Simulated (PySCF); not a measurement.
**SnOCl: structure of the doublet**

Aim: relax SnOCl as a doublet from a bent start, check by its vibrations whether the end is a minimum, and collect its spectrum and constants.

Computed with PySCF 2.14.0. Level: PBE0, basis Sn def2-TZVP with ECP28, O def2-TZVP, Cl def2-TZVP, scalar-relativistic core potentials, no spin–orbit coupling, density fitting.

## (1) The system as given

3 atoms, charge 0, spin multiplicity 2.

Bond lengths: Sn1–O2 1.870 Å, Sn1–Cl3 2.390 Å. Angles: O2–Sn1–Cl3 110.0°.

```xyz
3
charge 0 multiplicity 2
Sn    0.0000    0.0000    0.0000
O    -1.5318    0.0000    1.0726
Cl    1.9578    0.0000    1.3708
```

## (2) First SCF at the start

The steps below are one call of a driver around PySCF. For each, scf.py gives the equivalent set-up of the SCF; relaxations use the driver's own optimiser. After this first run the driver tries any further starts and a stability analysis.

Contents of scf.py:

```python
from pyscf import gto, scf, dft
mol = gto.M(atom='''
Sn     0.000000     0.000000     0.000000
O     -1.531800     0.000000     1.072600
Cl     1.957800     0.000000     1.370800''',
    basis={'Sn': 'def2-TZVP', 'O': 'def2-TZVP', 'Cl': 'def2-TZVP'},
    ecp={'Sn': 'def2-TZVP'},
    charge=0, spin=1)
mf = dft.UKS(mol, xc='PBE0')
mf.grids.atom_grid = (50, 194)
aux = {'Sn': 'def2-universal-JKFIT', 'O': 'def2-universal-JKFIT', 'Cl': 'def2-universal-JKFIT'}
mf = mf.density_fit(auxbasis=aux)
mf.conv_tol = 1e-08
mf.diis_space = 10
mf.max_cycle = 60
mf.init_guess = 'minao'
mf.verbose = 4
mf.kernel()
```

Run with:

```console
$ OMP_NUM_THREADS=4 python axn.py task.json out
```

The log of the run:

```text
init E= -712.694794134859
[... the frontier-level lines of each cycle are left out ...]
cycle= 1 E= -747.694540509442  delta_E=  -35  |g|= 2.04  |ddm|= 21.7
cycle= 2 E= -731.625593125033  delta_E= 16.1  |g|= 5.13  |ddm|= 9.85
cycle= 3 E= -748.666169996903  delta_E=  -17  |g|= 1.42  |ddm|= 8.37
cycle= 4 E= -747.060665784343  delta_E= 1.61  |g|= 2.08  |ddm|= 2.24
cycle= 5 E= -749.441423113931  delta_E= -2.38  |g|= 0.393  |ddm|=  1.7
cycle= 6 E= -749.496160325062  delta_E= -0.0547  |g|= 0.318  |ddm|= 0.821
cycle= 7 E= -749.535375624868  delta_E= -0.0392  |g|= 0.121  |ddm|= 0.205
cycle= 8 E= -749.539777773583  delta_E= -0.0044  |g|= 0.09  |ddm|= 0.0777
cycle= 9 E= -749.543863683623  delta_E= -0.00409  |g|= 0.0405  |ddm|= 0.0989
cycle= 10 E= -749.544963359976  delta_E= -0.0011  |g|= 0.0137  |ddm|= 0.0619
cycle= 11 E= -749.545168375563  delta_E= -0.000205  |g|= 0.00713  |ddm|= 0.023
cycle= 12 E= -749.545277256311  delta_E= -0.000109  |g|= 0.00778  |ddm|= 0.0224
cycle= 13 E= -749.545447035328  delta_E= -0.00017  |g|= 0.00419  |ddm|= 0.0479
cycle= 14 E= -749.545483799154  delta_E= -3.68e-05  |g|= 0.00208  |ddm|= 0.0245
cycle= 15 E= -749.545489831586  delta_E= -6.03e-06  |g|= 0.00024  |ddm|= 0.0116
cycle= 16 E= -749.545489920125  delta_E= -8.85e-08  |g|= 0.000105  |ddm|= 0.000506
cycle= 17 E= -749.545489943291  delta_E= -2.32e-08  |g|= 4.69e-05  |ddm|= 0.00065
cycle= 18 E= -749.54548994573  delta_E= -2.44e-09  |g|= 1.67e-05  |ddm|= 7.54e-05
Extra cycle  E= -749.545489946003  delta_E= -2.73e-10  |g|= 1.69e-05  |ddm|= 3.25e-05
converged SCF energy = -749.545489946003  <S^2> = 0.76448812  2S+1 = 2.014436
```

This step, with its further starts and checks, ran for 5.5 s (4 threads of Arm Neoverse V2, shared host).

The test of internal stability found no lower solution of this spin.

## (3) Bent start, doublet: relaxation

The program finds Cs symmetry in the start, which this walk keeps.

Changes to scf.py since step 2:

```diff
@@ -3,3 +3,3 @@
-Sn     0.000000     0.000000     0.000000
-O     -1.531800     0.000000     1.072600
-Cl     1.957800     0.000000     1.370800''',
+Sn    -0.257284     0.000000    -0.380950
+O     -1.789084     0.000000     0.691650
+Cl     1.700516     0.000000     0.989850''',
@@ -16 +15,0 @@
-mf.init_guess = 'minao'
```

The optimiser's trace:

| step | energy (Eh) | change (kJ/mol) | largest symmetric gradient (Eh/bohr) |
| --- | --- | --- | --- |
| 0 | -749.545490 | 0.00 | 0.02285 |
| 1 | -749.546957 | -3.85 | 0.00773 |
| 2 | -749.548041 | -6.70 | 0.00535 |
| 3 | -749.548267 | -7.29 | 0.01305 |
| 4 | -749.548896 | -8.94 | 0.00464 |
| 5 | -749.549092 | -9.46 | 0.00314 |
| 6 | -749.549287 | -9.97 | 0.00069 |
| 7 | -749.549289 | -9.97 | 0.00013 |

The walk took 16 s.

After 7 steps and 10.0 kJ/mol it ends at Cs: Sn–Cl 2.362 Å, Sn–O 1.982 Å; Cl–Sn–O 94.3°.

## (4) Vibrations and properties at this point

The point is checked on the finer grid, and tightened if its gradient asks for it. The Hessian and the dipole derivatives come from central differences of analytic gradients, with steps of 0.02 bohr.

Changes to scf.py since step 3:

```diff
@@ -3,3 +3,3 @@
-Sn    -0.257284     0.000000    -0.380950
-O     -1.789084     0.000000     0.691650
-Cl     1.700516     0.000000     0.989850''',
+Sn    -0.221078     0.000000    -0.447710
+O     -1.671455     0.000000     0.903568
+Cl     1.528544     0.000000     1.136839''',
@@ -10 +10 @@
-mf.grids.atom_grid = (50, 194)
+mf.grids.atom_grid = (75, 302)
@@ -13 +13 @@
-mf.conv_tol = 1e-08
+mf.conv_tol = 1e-10
```

This SCF starts from the last density.

SCF at the final geometry:

```text
init E= -749.549100703442
[... the frontier-level lines of each cycle are left out ...]
cycle= 1 E= -749.549100703441  delta_E= 9.09e-13  |g|= 1.47e-06  |ddm|= 2.64e-06
Extra cycle  E= -749.549100703437  delta_E= 4.32e-12  |g|= 2.07e-06  |ddm|= 3.53e-06
converged SCF energy = -749.549100703437  <S^2> = 0.75760877  2S+1 = 2.0075944
```

The whole step took 50 s.

Geometry: Cs; Sn–Cl 2.361 Å, Sn–O 1.982 Å; Cl–Sn–O 94.9°.

Modes, for the most abundant isotopes:

| symmetry | ω (cm⁻¹) | IR (km/mol) | μ (u) | type |
| --- | --- | --- | --- | --- |
| a' | 116 | 11.3 | 20.63 | bend |
| a' | 351 | 64.2 | 41.60 | stretch |
| a' | 556 | 21.8 | 17.72 | stretch |

Every mode is real; the point is a minimum.

Constants and moments:

| Quantity | Value |
| --- | --- |
| Dipole moment | 3.21 D |
| Highest occupied level | -8.00 eV |
| Lowest empty level | -4.19 eV |
| Rotational constants | 0.3197, 0.1042, 0.07858 cm⁻¹ |
| Zero-point energy | 6.1 kJ/mol |
| Principal polarisabilities | 39.6, 52.6, 68.4 bohr³ |
| Atomisation energy without zero-point energy | 720 kJ/mol |
| Principal traceless quadrupole moments about the centre of mass | -6.79, 0.37, 6.42 D Å |
| Entropy at 298.15 K and 1 bar (electronic part: spin only) | 307.6 J/(mol K) |
| Heat capacity Cp at 298.15 K | 52.7 J/(mol K) |
| Enthalpy at 298.15 K above 0 K | 13.20 kJ/mol |
| Rotational symmetry number | 1 |
| Spin squared ⟨S²⟩ | 0.758 |

Charges (e) and bond orders:

```csv
atom,Mulliken,Löwdin,polar tensor,spin (Mulliken),Mayer order to Sn1
Sn1,0.78,0.26,0.94,-0.03,–
O2,-0.40,-0.24,-0.39,0.98,1.05
Cl3,-0.38,-0.01,-0.55,0.05,0.98
```

Outer orbital energies (eV). α occupied: -22.38, -13.49, -11.63, -10.24, -9.81, -9.15, -9.14, -8.13; empty: -2.78, -0.80, -0.12, 2.67. β occupied: -24.41, -22.26, -13.26, -9.93, -9.45, -9.26, -8.74, -8.00; empty: -4.19, -2.72, -0.48, 0.03.

Mulliken populations on Sn1 (outside its core potential): s 3.85, p 7.15, d 10.16, f 0.06.

## (5) Summary of results

| quantity | value |
| --- | --- |
| minimum | doublet, Cs |
| geometry | Sn–Cl 2.361 Å, Sn–O 1.982 Å; Cl–Sn–O 94.9° |
| wavenumbers (cm⁻¹) | 116 (a'), 351 (a'), 556 (a') |
| dipole moment | 3.21 D |
| highest occupied, lowest empty level (either spin) | -8.00, -4.19 eV |
| polar-tensor charge of Sn1 | +0.94 e |
| zero-point energy | 6.1 kJ/mol |
| entropy at 298.15 K | 307.6 J/(mol K) |
| atomisation energy (no zero-point energy) | 720 kJ/mol |
| ⟨S²⟩ | 0.758 |

What this shows: The molecule stays Cs, as typed, and the end point is a minimum. The strongest infrared band lies at 351 cm⁻¹ (a', stretch). Most of the spin sits on O2 (Mulliken spin 0.98, against 1 for the whole molecule). Only this shape and spin were tried, so other structures or states may lie lower. Spin–orbit coupling, left out here, can matter for elements this heavy.

The search up to here took 72 s.
